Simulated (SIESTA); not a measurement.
Crystal: Mg3Te.

```
Te Mg
1.0
    -2.13936    2.13936    5.28249
     2.13936   -2.13936    5.28249
     2.13936    2.13936   -5.28249
Te Mg
1 3
Direct
  0.00000 0.00000 0.00000
  0.25000 0.75000 0.50000
  0.75000 0.25000 0.50000
  0.50000 0.50000 0.00000
```

The cell comes from a database or a generator and needn't be the stable form of this composition.

Base run:

| Quantity | Value |
| --- | --- |
| Program | SIESTA 5.4.2 |
| Functional | LDA |
| Potentials or basis | PseudoDojo 0.4 standard (LDA files) |
| Basis | DZP (energy shift 0.003 Ry; two zetas on semicore shells) |
| Grid cutoff | 800 Ry |
| Energy shift | 0.003 Ry |
| k mesh | 9 × 9 × 9 |
| Occupations | fermi-dirac, width 0.05 eV |
| Spin | no spin polarisation |

Its results: band gap on the k mesh none (metal or under the smearing width); pressure -1.1 GPa.

Question: The run is repeated on the same cell with these changes: functional from LDA to PBEsol; potentials or basis from PseudoDojo 0.4 standard (LDA files) to PseudoDojo 0.4 standard (PBEsol files). What comes out?

Answer: Band gap on the k mesh none (metal or under the smearing width); pressure 0.1 GPa.

Caveats: the basis of atomic orbitals isn't converged, which shifts pressures, moduli and gaps.

Not every run made on this cell is shown here.
